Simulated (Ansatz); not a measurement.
Born–Oppenheimer molecular dynamics of a periodic cell of 27 atoms, Mn$_{4}$Cr$_{4}$F$_{19}$ (host MnCrF5, host structure C2/c, one F atom removed). It starts from an unrelaxed structure (largest force component 0.93 eV/Å).

Computed with DFT LDA, scalar-relativistic, plane waves, PAW in Ansatz 0.2.0. Settings: accuracy low, cutoff 420 eV, k mesh 2x2x2, fermi-dirac smearing 0.05 eV, spin collinear.

* ensemble: NVE (velocity Verlet)
* time step: 3 fs
* steps asked: 140
* starting velocities drawn for: 1800 K
* seed: 541091

First frame:

```xyz
27
Lattice="-8.7577 0.0000 0.0000 0.0000 -6.4168 0.0000 -3.2364 0.0000 6.7975" Properties=species:S:1:pos:R:3
Mn -0.809 -2.995 1.699
Mn -2.427 -3.422 5.098
Cr -4.379 -3.208 0.000
Cr -5.997 -3.208 3.399
F -0.809 -0.511 1.699
F -2.427 -5.905 5.098
F -11.750 -1.909 6.570
F -1.862 -1.909 3.626
F -0.244 -4.508 0.227
F -10.132 -4.508 3.172
F -9.315 -3.420 5.958
F -4.298 -3.420 4.238
F -2.679 -2.997 0.840
F -7.697 -2.997 2.559
Mn -5.188 -6.203 1.699
Mn -6.806 -0.214 5.098
Cr 0.000 0.000 0.000
Cr -1.618 0.000 3.399
F -5.188 -3.720 1.699
F -7.371 -5.117 6.570
F -6.241 -5.117 3.626
F -4.623 -1.299 0.227
F -5.753 -1.299 3.172
F -4.936 -0.212 5.958
F -8.676 -0.212 4.238
F -7.058 -6.205 0.840
F -3.318 -6.205 2.559
```

Q: What does the run give?

A: The run went to its last step.

| Item | Value |
| --- | --- |
| steps done | 140 |
| time covered | 420 fs |
| mean temperature over the second half | 1035 K |
| spread of the potential energy over the second half | 16.3 meV per atom |
| mean potential energy of the second half above the start | 95.7 meV per atom |

The conserved energy stayed within 0.88 meV per atom of its start (net change 0.45 meV per atom), so the integration is sound. Over the second half the temperature averaged 0.57 of the 1800 K drawn at the start: a run that starts near a minimum puts about half its kinetic energy into the potential. A run of 0.42 ps of so small a system gives no equilibrium averages. No Hubbard correction was used and the magnetic state wasn't searched. Limits of this set-up: coarse k mesh, low accuracy level.

Q: What happens to the structure?

A: Mean squared displacements from the first frame to the last, about the centre of mass: Mn 0.04 Å², Cr 0.10 Å², F 0.81 Å². The details hang on the random start.

Q: How do temperature and energy run in time?

A: 
| time (fs) | T (K) | potential energy less start (eV) | conserved less start (meV/atom) |
| --- | --- | --- | --- |
| 0.0 | 1800 | 0.000 | 0.00 |
| 33.0 | 807 | 3.357 | 0.72 |
| 66.0 | 1028 | 2.609 | 0.58 |
| 99.0 | 841 | 3.243 | 0.69 |
| 132.0 | 971 | 2.803 | 0.57 |
| 165.0 | 1085 | 2.421 | 0.67 |
| 198.0 | 918 | 2.983 | 0.69 |
| 231.0 | 1353 | 1.509 | 0.29 |
| 264.0 | 896 | 3.051 | 0.50 |
| 297.0 | 958 | 2.841 | 0.45 |
| 330.0 | 958 | 2.836 | 0.28 |
| 363.0 | 1041 | 2.564 | 0.53 |
| 396.0 | 1113 | 2.321 | 0.41 |

Time of the run: 25 min on 4 threads of AMD EPYC 9R14 (Zen 4) (shared host), peak memory 1.8 GiB.
